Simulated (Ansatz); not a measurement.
# ClH5N2SeSi: the cost of one run

Computed with the Python package of Ansatz 0.2.0. The levels of theory stand in the script.

## Step 1: The system

Bond lengths: N1–Si2 1.725 Å, Si2–N3 1.772 Å, Si2–Cl4 2.076 Å, Si2–Se5 2.286 Å, N1–H6 1.061 Å, N1–H7 1.082 Å, N3–H8 0.979 Å, N3–H9 1.052 Å, Se5–H10 1.508 Å. Angles: N1–Si2–N3 108.1°, N1–Si2–Cl4 111.8°, N1–Si2–Se5 109.9°, N3–Si2–Cl4 109.5°, N3–Si2–Se5 110.5°, Cl4–Si2–Se5 107.1°, Si2–N1–H6 111.1°, Si2–N1–H7 107.9°, H6–N1–H7 102.1°, Si2–N3–H8 109.3°, Si2–N3–H9 108.4°, H8–N3–H9 107.0°, Si2–Se5–H10 90.6°.

The script holds or builds the structure itself.

## Step 2: Script

File clh5n2sesi.py:

```python
"""One geometry of ClH5N2SeSi, method by method."""

from pathlib import Path

import ansatz as az
import numpy as np

BASIS_SET = "def2-SVP"

geometry_ang = [
    ("N", (-1.306, 0.7982, 0.177)),
    ("Si", (0.0533, -0.2153, -0.1429)),
    ("N", (0.3061, -1.2589, 1.2664)),
    ("Cl", (-0.2406, -1.3901, -1.8294)),
    ("Se", (1.9052, 1.0665, -0.5325)),
    ("H", (-1.1035, 1.4701, 0.9727)),
    ("H", (-1.4235, 1.4702, -0.6623)),
    ("H", (-0.4672, -1.8493, 1.3741)),
    ("H", (1.1392, -1.8739, 1.0794)),
    ("H", (1.2201, 1.7313, -1.6995)),
]
system = az.Crystal.molecule()
for symbol, xyz in geometry_ang:
    system = system.atom(symbol, xyz)

base = system.calculation().basis(gaussian=BASIS_SET)

print("functional    E (Ha)        dipole (D)   HOMO (eV)  LUMO (eV)")
for name in ["lc_wpbe", "lda", "pbe0", "pbe", "r2scan0"]:
    summary = base.functional(name).forces().orbitals().run(threads=1, runs_dir="runs").report
    lines = Path(summary["orbitals_path"]).read_text().splitlines()
    field_of = lambda key: [line.split("=")[1].strip() for line in lines if line.startswith(key)]
    orbitals = [(27.211386 * float(e), s, float(n)) for e, s, n in zip(field_of("Ene="), field_of("Spin="), field_of("Occup="))]
    homo = max(e for e, _, n in orbitals if n > 0.5)
    lumo = min(e for e, _, n in orbitals if n < 0.5)
    dipole = 4.803205 * np.linalg.norm(summary["charge_distribution"]["dipole_moment_e_ang"])
    print(f"{name:10s} {summary['free_energy_ev'] / 27.211386246:14.6f} {dipole:9.3f} {homo:11.3f} {lumo:10.3f}")
```

## Step 3: The run

Command:

```bash
$ python clh5n2sesi.py
```

**Question.** How long does this script take on 1 thread of Arm Neoverse N1, shared host, and how much memory does it need?

About 57 s, with a peak of 0.39 GiB.
